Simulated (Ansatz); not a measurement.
# SbPb (Fm-3m): scan of the energy under strain, by script

What does a strain cost in SbPb (Fm-3m)? Wanted for SbPb (Fm-3m): a scan of the energy under strain.

All numbers are computed with Ansatz 0.2.0, driven from Python. Level of theory: DFT PBEsol, plane waves, PAW.

## Step 1: The system

Symmetry: Fm-3m, No. 225, cubic system. The conventional cell has a = 6.322 Å, b = 6.322 Å, c = 6.322 Å, α = 90.00°, β = 90.00°, γ = 90.00°. Sb (site symmetry m-3m) is surrounded by 6 Pb at 3.16 Å. Pb (site symmetry m-3m) has 6 Sb at 3.16 Å as nearest neighbours.

No structure file is read: the coordinates are typed or built in the script.

## Step 2: The script

The input, sbpb.py:

```python
"""A biaxial strain scan of SbPb."""

import ansatz as az
import numpy as np

params = {
    "tolerance": 1e-09,
    "ecut": 520,
    "mesh": (10, 10, 10),
}

vectors0 = np.array([
    [0.0, 3.161243, 3.161243],
    [3.161243, 0.0, 3.161243],
    [3.161243, 3.161243, 0.0],
])
sites = [
    ("Sb", [0.5, 0.5, 0.5]),
    ("Pb", [0.0, 0.0, 0.0]),
]


def build(cell):
    crystal = az.Crystal(lattice=az.Lattice.of(cell))
    for symbol, position in sites:
        crystal = crystal.atom(symbol, position)
    return crystal

# clamped ions: the fractional positions stay as typed
values = np.linspace(-0.03, 0.03, 5)
energies = []
for d in values:
    strain = np.diag([d, d, 0])
    cell = vectors0 @ (np.eye(3) + strain)
    base = build(cell).calculation()
    base = base.scf(tolerance=params["tolerance"], algorithm="density_mixing")
    base = base.mixing("broyden", preconditioner="local_kerker")
    base = base.functional(az.Functional.PBESOL)
    base = base.occupations(az.OccupationsMethod.COLD)
    base = base.basis(params["ecut"]).kpoints(*params["mesh"])
    summary = base.run(threads=1, backend="cpu").report
    energies.append(summary["free_energy_ev"] / len(sites))
    print(f"d = {d:+.4f}  F = {energies[-1]:.5f} eV/atom")
energies = np.array(energies)

for value, e in zip(values, energies):
    print(f"strain {value:7.3f}   E - Emin = {1000 * (e - energies.min()):9.3f} meV/atom")
curvature = 2 * np.polyfit(values, energies, 3)[1]
volume = abs(np.linalg.det(vectors0)) / len(sites)
print(f"d2E/dd2 over the volume: {curvature / volume * 160.21766:.1f} GPa")
```

## Step 3: What the engine is handed

The package turns the script's settings into the engine's input (first run):

```yaml
crystal:
  lattice:
    - [0.0, 3.0664057099999997, 3.161243]
    - [3.0664057099999997, 0.0, 3.161243]
    - [3.0664057099999997, 3.0664057099999997, 0.0]
  atoms:
    - { symbol: Sb, position: [0.5, 0.5, 0.5] }
    - { symbol: Pb, position: [0.0, 0.0, 0.0] }
basis:
  ecutwfc: 520.0
kpoints:
  mp_grid:
    grid: [10, 10, 10]
hamiltonian:
  xc: pbesol
scf:
  algorithm: density_mixing
  convergence:
    dr2_threshold: 1.0e-09
  mixing:
    algorithm: broyden
    preconditioner: local_kerker
  occupations:
    method: cold
```

## Step 4: Running it

Run with:

```sh
$ python sbpb.py
```

**Question.** How much energy does this biaxial strain cost, and what curvature follows?

As calculated:

```
                  quantity           value
curvature under the strain       241.1 GPa
             runs compared               5
           range of energy  38.52 meV/atom
      lowest point, strain          -0.015
```

Against the unstrained cell the energy per atom changes by +6.99 meV at one end of the scan and +35.77 meV at the other, and its second derivative over the volume is 241.1 GPa. Reading the output:
- The curvature belongs to this strain pattern and to the cell's stress; it equals a single elastic constant only for simple patterns.
- In a metal a curvature from energy changes of a few meV or less hangs on mesh and smearing, in size and even in sign.
- Spin-orbit coupling, which matters for elements this heavy, is left out.
- The structure comes from a database of computed cells and needn't be a stable or known phase.
- The ions keep their fractional positions (clamped ions).
